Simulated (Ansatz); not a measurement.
# CHAlGa (quartet): B2PLYP, RPA-PBE over vertical spin and charge gaps, cc-pVTZ

Aim: run CHAlGa (quartet) with these functionals over vertical spin and charge gaps, and hold them against the top wave-function level at the same points.

Program: Ansatz 0.2.0, Gaussian basis. Level of theory: cc-pVTZ, all electrons in the functionals, frozen cores in the correlation of double hybrids and RPA. These are calculated values, not measurements.

To be run: B2PLYP, RPA-PBE, at charge 0, quartet; charge 0, doublet; charge 0, sextet; charge 1, triplet; charge 1, quintet.

4 further runs of the same task are left out: 1 for a known fault of the program, 3 set aside as unsound or not needed.

### Step 1. The system

The geometry is a PBE0/def2-TZVP stationary point (not a proven minimum). No spin-orbit coupling is included. The filled d shell of Ga may be among the frozen orbitals whatever the setting's name suggests; the logs give the count.

4 atoms, charge 0, spin multiplicity 4.

Atoms are counted from 1 here; the program's logs count them from 0.

Bond lengths: C1–Al2 1.943 Å, Al2–Ga3 2.652 Å, Al2–H4 1.870 Å, Ga3–H4 1.887 Å. Angles: C1–Al2–Ga3 152.6°, C1–Al2–H4 107.2°, Ga3–Al2–H4 45.3°, Al2–Ga3–H4 44.8°, Al2–H4–Ga3 89.8°.

No dispersion term is added.

The geometry shown and the zero of energy belong to the point charge 0, quartet. The yardstick, UCCSD(T), and other wave-function levels (R restricted, U unrestricted, valence and pair active spaces) come from earlier runs.

### Step 2. B2PLYP, charge 0, quartet

Input file in.yaml:

```yaml
crystal:
  periodic: [false, false, false]
  atoms:
    - {symbol: C, position_ang: [0.000000, 0.353117, 3.308131]}
    - {symbol: Al, position_ang: [0.000000, -0.307507, 1.481286]}
    - {symbol: Ga, position_ang: [0.000000, 0.041063, -1.148206]}
    - {symbol: H, position_ang: [0.000000, 1.183406, 0.353214]}
basis:
  gaussian: {orbitals: cc-pVTZ}
magnetization: {spin_polarized: true, initial_magnetization: 3}
hamiltonian: {xc: {name: B2PLYP}}
correlation: {electrons: outside_noble_gas}
```

Launch:

```console
$ ansatz run in.yaml --threads 2 --pin off --events-out ev --progress --plain --max-ram 24576MiB --backend cuda --devices 0, --max-vram 18GiB
```

The program printed:

```text
Functional definition: B2PLYP
  name "B2PLYP"
  cite "Grimme, J. Chem. Phys. 124, 034108 (2006) doi:10.1063/1.2148954"
  cite "Becke, Phys. Rev. A 38, 3098 (1988) doi:10.1103/PhysRevA.38.3098"
  cite "Lee, Yang & Parr, Phys. Rev. B 37, 785 (1988) doi:10.1103/PhysRevB.37.785"
  parameter a = 0.53
  parameter c = 0.27
  exchange = (1 - a)*b88_x + a*exact_x
  correlation = (1 - c)*lyp_c + c*(mp2_os + mp2_ss)
763 factors; integrals over basis functions are off by at most 1.4e-3 eV
mean field evaluation 1: about -60001.5049 eV, gradient 2.3e1 eV
mean field evaluation 2: about -60001.5741 eV, gradient 2.3e1 eV
mean field evaluation 4: about -60005.5640 eV, gradient 3.8e0 eV
mean field evaluation 8: about -60006.0788 eV, gradient 7.7e-1 eV
mean field evaluation 16: about -60006.1128 eV, gradient 6.6e-3 eV
mean field evaluation 32: about -60006.1128 eV, gradient 5.0e-6 eV
mean field -60006.11278862 eV, -2205.1839713776 hartree, gradient 5.0e-6 eV, S^2 3.797212; 3 other end points of the search recorded, 0 dependent functions left out
20 core orbitals not correlated: weight in the atoms' cores, before any rotation towards them, 0.999 or more for the frozen orbitals, at most 0.001 for the correlated occupied ones
reference -60006.11292919 eV, -2205.1839765437 hartree; 7, 4 occupied and 94, 97 virtual orbitals, 763 factors
second order -7.26300525 eV of doubles, -0.00000000 eV of singles
Total energy: -60008.07394061 eV, -2205.2560423840 hartree
```

Wall time 3.3 s (1 × H100 (card shared with other runs) with 2 threads of AMD EPYC 7R13, shared host); peak host memory 0.78 GiB.

From the report: ⟨S²⟩ of the determinant 3.797 (pure quartet: 3.75).

### Step 3. B2PLYP, charge 0, doublet

Edit in.yaml of step 2 so:

```diff
@@ -9,3 +9,3 @@
   gaussian: {orbitals: cc-pVTZ}
-magnetization: {spin_polarized: true, initial_magnetization: 3}
+magnetization: {spin_polarized: true, initial_magnetization: 1}
 hamiltonian: {xc: {name: B2PLYP}}
```

Launched as before.

The program printed (excerpt; [...] marks lines left out):

```text
Functional definition: B2PLYP
  name "B2PLYP"
  cite "Grimme, J. Chem. Phys. 124, 034108 (2006) doi:10.1063/1.2148954"
  cite "Becke, Phys. Rev. A 38, 3098 (1988) doi:10.1103/PhysRevA.38.3098"
  cite "Lee, Yang & Parr, Phys. Rev. B 37, 785 (1988) doi:10.1103/PhysRevB.37.785"
[...]
763 factors; integrals over basis functions are off by at most 1.4e-3 eV
[...]
mean field -60005.67506631 eV, -2205.1678853796 hartree, gradient 1.0e-7 eV, S^2 1.722468; 13 other end points of the search recorded, 0 dependent functions left out
20 core orbitals not correlated: weight in the atoms' cores, before any rotation towards them, 0.999 or more for the frozen orbitals, at most 0.001 for the correlated occupied ones
reference -60005.67520407 eV, -2205.1678904420 hartree; 6, 5 occupied and 95, 96 virtual orbitals, 763 factors
second order -7.26639063 eV of doubles, -0.00000000 eV of singles
Total energy: -60007.63712954 eV, -2205.2399898731 hartree
```

It took 12 s on 1 × H100 (card shared with other runs) with 2 threads of AMD EPYC 7R13, shared host; peak host memory 0.78 GiB.

From the report: ⟨S²⟩ of the determinant 1.722 (pure doublet: 0.75). The determinant is far from a pure spin state, so its energy mixes those of several spin states (harmless only where they are near-degenerate, as at dissociation).

From charge 0, quartet: +42.1 kJ/mol.

### Step 4. B2PLYP, charge 0, sextet

Edit in.yaml of step 3 so:

```diff
@@ -9,3 +9,3 @@
   gaussian: {orbitals: cc-pVTZ}
-magnetization: {spin_polarized: true, initial_magnetization: 1}
+magnetization: {spin_polarized: true, initial_magnetization: 5}
 hamiltonian: {xc: {name: B2PLYP}}
```

Same command.

The program printed (excerpt; [...] marks lines left out):

```text
Functional definition: B2PLYP
  name "B2PLYP"
  cite "Grimme, J. Chem. Phys. 124, 034108 (2006) doi:10.1063/1.2148954"
  cite "Becke, Phys. Rev. A 38, 3098 (1988) doi:10.1103/PhysRevA.38.3098"
  cite "Lee, Yang & Parr, Phys. Rev. B 37, 785 (1988) doi:10.1103/PhysRevB.37.785"
[...]
763 factors; integrals over basis functions are off by at most 1.4e-3 eV
[...]
mean field -60004.45557573 eV, -2205.1230699271 hartree, gradient 9.3e-6 eV, S^2 8.759925; 4 other end points of the search recorded, 0 dependent functions left out
20 core orbitals not correlated: weight in the atoms' cores, before any rotation towards them, 0.999 or more for the frozen orbitals, at most 0.001 for the correlated occupied ones
reference -60004.45571592 eV, -2205.1230750790 hartree; 8, 3 occupied and 93, 98 virtual orbitals, 763 factors
second order -6.44674272 eV of doubles, -0.00000000 eV of singles
Total energy: -60006.19633645 eV, -2205.1870417038 hartree
```

Wall time 6 s (1 × H100 (card shared with other runs) with 2 threads of AMD EPYC 7R13, shared host); peak host memory 0.78 GiB.

From the report: ⟨S²⟩ of the determinant 8.760 (pure sextet: 8.75).

From charge 0, quartet: +181.2 kJ/mol.

### Step 5. B2PLYP, charge 1, triplet

Edit in.yaml of step 4 so:

```diff
@@ -9,3 +9,4 @@
   gaussian: {orbitals: cc-pVTZ}
-magnetization: {spin_polarized: true, initial_magnetization: 5}
+total_charge: 1
+magnetization: {spin_polarized: true, initial_magnetization: 2}
 hamiltonian: {xc: {name: B2PLYP}}
```

Launched as before.

The program printed (excerpt; [...] marks lines left out):

```text
Functional definition: B2PLYP
  name "B2PLYP"
  cite "Grimme, J. Chem. Phys. 124, 034108 (2006) doi:10.1063/1.2148954"
  cite "Becke, Phys. Rev. A 38, 3098 (1988) doi:10.1103/PhysRevA.38.3098"
  cite "Lee, Yang & Parr, Phys. Rev. B 37, 785 (1988) doi:10.1103/PhysRevB.37.785"
[...]
763 factors; integrals over basis functions are off by at most 1.4e-3 eV
[...]
mean field -59998.77237936 eV, -2204.9142163130 hartree, gradient 3.0e-6 eV, S^2 2.733938; 8 other end points of the search recorded, 0 dependent functions left out
20 core orbitals not correlated: weight in the atoms' cores, before any rotation towards them, 0.999 or more for the frozen orbitals, at most 0.001 for the correlated occupied ones
reference -59998.77252926 eV, -2204.9142218215 hartree; 6, 4 occupied and 95, 97 virtual orbitals, 763 factors
second order -6.21282667 eV of doubles, -0.00000000 eV of singles
Total energy: -60000.44999246 eV, -2204.9758674570 hartree
```

It took 12 s on 1 × H100 (card shared with other runs) with 2 threads of AMD EPYC 7R13, shared host; peak host memory 0.79 GiB.

From the report: ⟨S²⟩ of the determinant 2.734 (pure triplet: 2.00). The determinant is far from a pure spin state, so its energy mixes those of several spin states (harmless only where they are near-degenerate, as at dissociation).

From charge 0, quartet: +735.6 kJ/mol.

### Step 6. B2PLYP, charge 1, quintet

Edit in.yaml of step 5 so:

```diff
@@ -10,3 +10,3 @@
 total_charge: 1
-magnetization: {spin_polarized: true, initial_magnetization: 2}
+magnetization: {spin_polarized: true, initial_magnetization: 4}
 hamiltonian: {xc: {name: B2PLYP}}
```

Same command.

The program printed (excerpt; [...] marks lines left out):

```text
Functional definition: B2PLYP
  name "B2PLYP"
  cite "Grimme, J. Chem. Phys. 124, 034108 (2006) doi:10.1063/1.2148954"
  cite "Becke, Phys. Rev. A 38, 3098 (1988) doi:10.1103/PhysRevA.38.3098"
  cite "Lee, Yang & Parr, Phys. Rev. B 37, 785 (1988) doi:10.1103/PhysRevB.37.785"
[...]
763 factors; integrals over basis functions are off by at most 1.4e-3 eV
[...]
mean field -59998.34376799 eV, -2204.8984651357 hartree, gradient 6.3e-6 eV, S^2 6.011551; 2 other end points of the search recorded, 0 dependent functions left out
20 core orbitals not correlated: weight in the atoms' cores, before any rotation towards them, 0.999 or more for the frozen orbitals, at most 0.001 for the correlated occupied ones
reference -59998.34391768 eV, -2204.8984706364 hartree; 7, 3 occupied and 94, 98 virtual orbitals, 763 factors
second order -5.90030065 eV of doubles, -0.00000000 eV of singles
Total energy: -59999.93699885 eV, -2204.9570152897 hartree
```

Run time: 3.6 s. Hardware: 1 × H100 (card shared with other runs) with 2 threads of AMD EPYC 7R13, shared host; peak host memory 0.78 GiB.

From the report: ⟨S²⟩ of the determinant 6.012 (pure quintet: 6.00).

From charge 0, quartet: +785.1 kJ/mol.

### Step 7. RPA-PBE, charge 0, quartet

Edit in.yaml of step 6 so:

```diff
@@ -9,5 +9,4 @@
   gaussian: {orbitals: cc-pVTZ}
-total_charge: 1
-magnetization: {spin_polarized: true, initial_magnetization: 4}
-hamiltonian: {xc: {name: B2PLYP}}
-correlation: {electrons: outside_noble_gas}
+magnetization: {spin_polarized: true, initial_magnetization: 3}
+hamiltonian: {xc: {name: PBE}}
+correlation: {method: rpa, electrons: outside_noble_gas}
```

The command is unchanged.

The program printed (excerpt; [...] marks lines left out):

```text
Functional definition: PBE
  name "PBE"
  cite "Perdew, Burke & Ernzerhof, Phys. Rev. Lett. 77, 3865 (1996) doi:10.1103/PhysRevLett.77.3865"
  parent pbe
[...]
763 factors; integrals over basis functions are off by at most 1.4e-3 eV
[...]
mean field -60010.57209628 eV, -2205.3478479116 hartree, gradient 9.3e-6 eV, S^2 3.761158; 7 other end points of the search recorded, 0 dependent functions left out
20 core orbitals not correlated: weight in the atoms' cores, before any rotation towards them, 0.998 or more for the frozen orbitals, at most 0.001 for the correlated occupied ones
reference -59958.88272705 eV, -2203.4482986285 hartree; 7, 4 occupied and 94, 97 virtual orbitals, 763 factors
Total energy: -59971.44150142 eV, -2203.9098250743 hartree
```

Wall time 7.5 s (1 × H100 (card shared with other runs) with 2 threads of AMD EPYC 7R13, shared host); peak host memory 0.84 GiB.

From the report: ⟨S²⟩ of the determinant 3.761 (pure quartet: 3.75).

### Step 8. RPA-PBE, charge 0, doublet

Edit in.yaml of step 7 so:

```diff
@@ -9,3 +9,3 @@
   gaussian: {orbitals: cc-pVTZ}
-magnetization: {spin_polarized: true, initial_magnetization: 3}
+magnetization: {spin_polarized: true, initial_magnetization: 1}
 hamiltonian: {xc: {name: PBE}}
```

Same command.

The program printed (excerpt; [...] marks lines left out):

```text
Functional definition: PBE
  name "PBE"
  cite "Perdew, Burke & Ernzerhof, Phys. Rev. Lett. 77, 3865 (1996) doi:10.1103/PhysRevLett.77.3865"
  parent pbe
[...]
763 factors; integrals over basis functions are off by at most 1.4e-3 eV
[...]
mean field -60010.27542567 eV, -2205.3369454678 hartree, gradient 1.9e-6 eV, S^2 1.669069; 19 other end points of the search recorded, 0 dependent functions left out
20 core orbitals not correlated: weight in the atoms' cores, before any rotation towards them, 0.998 or more for the frozen orbitals, at most 0.001 for the correlated occupied ones
reference -59958.13269352 eV, -2203.4207354049 hartree; 6, 5 occupied and 95, 96 virtual orbitals, 763 factors
Total energy: -59971.07724355 eV, -2203.8964388443 hartree
```

Wall time 10 s (1 × H100 (card shared with other runs) with 2 threads of AMD EPYC 7R13, shared host); peak host memory 0.87 GiB.

From the report: ⟨S²⟩ of the determinant 1.669 (pure doublet: 0.75). The determinant is far from a pure spin state, so its energy mixes those of several spin states (harmless only where they are near-degenerate, as at dissociation).

From charge 0, quartet: +35.1 kJ/mol.

### Step 9. RPA-PBE, charge 0, sextet

Edit in.yaml of step 8 so:

```diff
@@ -9,3 +9,3 @@
   gaussian: {orbitals: cc-pVTZ}
-magnetization: {spin_polarized: true, initial_magnetization: 1}
+magnetization: {spin_polarized: true, initial_magnetization: 5}
 hamiltonian: {xc: {name: PBE}}
```

Launched as before.

The program printed (excerpt; [...] marks lines left out):

```text
Functional definition: PBE
  name "PBE"
  cite "Perdew, Burke & Ernzerhof, Phys. Rev. Lett. 77, 3865 (1996) doi:10.1103/PhysRevLett.77.3865"
  parent pbe
[...]
763 factors; integrals over basis functions are off by at most 1.4e-3 eV
[...]
mean field -60008.77401021 eV, -2205.2817694673 hartree, gradient 1.6e-6 eV, S^2 8.754771; 6 other end points of the search recorded, 0 dependent functions left out
20 core orbitals not correlated: weight in the atoms' cores, before any rotation towards them, 0.998 or more for the frozen orbitals, at most 0.002 for the correlated occupied ones
reference -59958.06995413 eV, -2203.4184297746 hartree; 8, 3 occupied and 93, 98 virtual orbitals, 763 factors
Total energy: -59969.59552749 eV, -2203.8419867836 hartree
```

Run time: 6 s. Hardware: 1 × H100 (card shared with other runs) with 2 threads of AMD EPYC 7R13, shared host; peak host memory 0.84 GiB.

From the report: ⟨S²⟩ of the determinant 8.755 (pure sextet: 8.75).

From charge 0, quartet: +178.1 kJ/mol.

### Step 10. RPA-PBE, charge 1, triplet

Edit in.yaml of step 9 so:

```diff
@@ -9,3 +9,4 @@
   gaussian: {orbitals: cc-pVTZ}
-magnetization: {spin_polarized: true, initial_magnetization: 5}
+total_charge: 1
+magnetization: {spin_polarized: true, initial_magnetization: 2}
 hamiltonian: {xc: {name: PBE}}
```

Launched as before.

The program printed (excerpt; [...] marks lines left out):

```text
Functional definition: PBE
  name "PBE"
  cite "Perdew, Burke & Ernzerhof, Phys. Rev. Lett. 77, 3865 (1996) doi:10.1103/PhysRevLett.77.3865"
  parent pbe
[...]
763 factors; integrals over basis functions are off by at most 1.4e-3 eV
[...]
mean field -60002.93992229 eV, -2205.0673706905 hartree, gradient 1.4e-6 eV, S^2 2.347316; 8 other end points of the search recorded, 0 dependent functions left out
20 core orbitals not correlated: weight in the atoms' cores, before any rotation towards them, 0.998 or more for the frozen orbitals, at most 0.001 for the correlated occupied ones
reference -59951.81951033 eV, -2203.1887302017 hartree; 6, 4 occupied and 95, 97 virtual orbitals, 763 factors
Total energy: -59963.64983300 eV, -2203.6234865411 hartree
```

Run time: 22 s. Hardware: 1 × H100 (card shared with other runs) with 2 threads of AMD EPYC 7R13, shared host; peak host memory 0.87 GiB.

From the report: ⟨S²⟩ of the determinant 2.347 (pure triplet: 2.00).

From charge 0, quartet: +751.8 kJ/mol.

### Step 11. RPA-PBE, charge 1, quintet

Edit in.yaml of step 10 so:

```diff
@@ -10,3 +10,3 @@
 total_charge: 1
-magnetization: {spin_polarized: true, initial_magnetization: 2}
+magnetization: {spin_polarized: true, initial_magnetization: 4}
 hamiltonian: {xc: {name: PBE}}
```

The command is unchanged.

The program printed (excerpt; [...] marks lines left out):

```text
Functional definition: PBE
  name "PBE"
  cite "Perdew, Burke & Ernzerhof, Phys. Rev. Lett. 77, 3865 (1996) doi:10.1103/PhysRevLett.77.3865"
  parent pbe
[...]
763 factors; integrals over basis functions are off by at most 1.4e-3 eV
[...]
mean field -60002.33220970 eV, -2205.0450376650 hartree, gradient 7.6e-6 eV, S^2 6.004300; 4 other end points of the search recorded, 0 dependent functions left out
20 core orbitals not correlated: weight in the atoms' cores, before any rotation towards them, 0.998 or more for the frozen orbitals, at most 0.002 for the correlated occupied ones
reference -59952.24500465 eV, -2203.2043668298 hartree; 7, 3 occupied and 94, 98 virtual orbitals, 763 factors
Total energy: -59962.99461454 eV, -2203.5994077068 hartree
```

Wall time 6 s (1 × H100 (card shared with other runs) with 2 threads of AMD EPYC 7R13, shared host); peak host memory 0.84 GiB.

From the report: ⟨S²⟩ of the determinant 6.004 (pure quintet: 6.00).

From charge 0, quartet: +815.0 kJ/mol.

### Step 12. The comparison

No level is safe as a reference over these points; UCCSD(T) serves as a yardstick only. It comes from earlier runs at the same points. Energies in kJ/mol, counted from charge 0, quartet; blanks weren't run or aren't comparable.

| level | quartet to doublet | quartet to sextet | ionisation to the triplet cation | ionisation to the quintet cation |
| --- | --- | --- | --- | --- |
| UCCSD(T) | 50.7 | 168.7 | 740.1 | 785.0 |
| B2PLYP | 42.1 | 181.2 | 735.6 | 785.1 |
| RPA-PBE | 35.1 | 178.1 | 751.8 | 815.0 |

Largest miss and mean time a point (UCCSD(T) took 20 s a point; shared hosts):

| level | largest miss (kJ/mol) | where | time a point |
| --- | --- | --- | --- |
| B2PLYP | +12.5 | quartet to sextet | 7.2 s |
| RPA-PBE | +30.0 | ionisation to the quintet cation | 10 s |

### Step 13. Results

| quantity | value |
| --- | --- |
| quartet to doublet, UCCSD(T) | 50.7 kJ/mol |
| quartet to sextet, UCCSD(T) | 168.7 kJ/mol |
| ionisation to the triplet cation, UCCSD(T) | 740.1 kJ/mol |
| ionisation to the quintet cation, UCCSD(T) | 785.0 kJ/mol |
| largest miss, B2PLYP | +12.5 kJ/mol (quartet to sextet) |
| largest miss, RPA-PBE | +30.0 kJ/mol (ionisation to the quintet cation) |

**Reading.** Of the functionals, B2PLYP keep the smallest largest miss at the points compared (at most 12.5 kJ/mol) and RPA-PBE strays most (30.0 kJ/mol, at ionisation to the quintet cation). B2PLYP, RPA-PBE clearly break the spin symmetry at some points (⟨S²⟩ up to 0.97 above the pure value), so energy there is bought with a mixed spin. Functionals and the yardstick converge differently with the basis, so part of each miss in cc-pVTZ is the basis. The yardstick itself may be off where one determinant is a poor start.
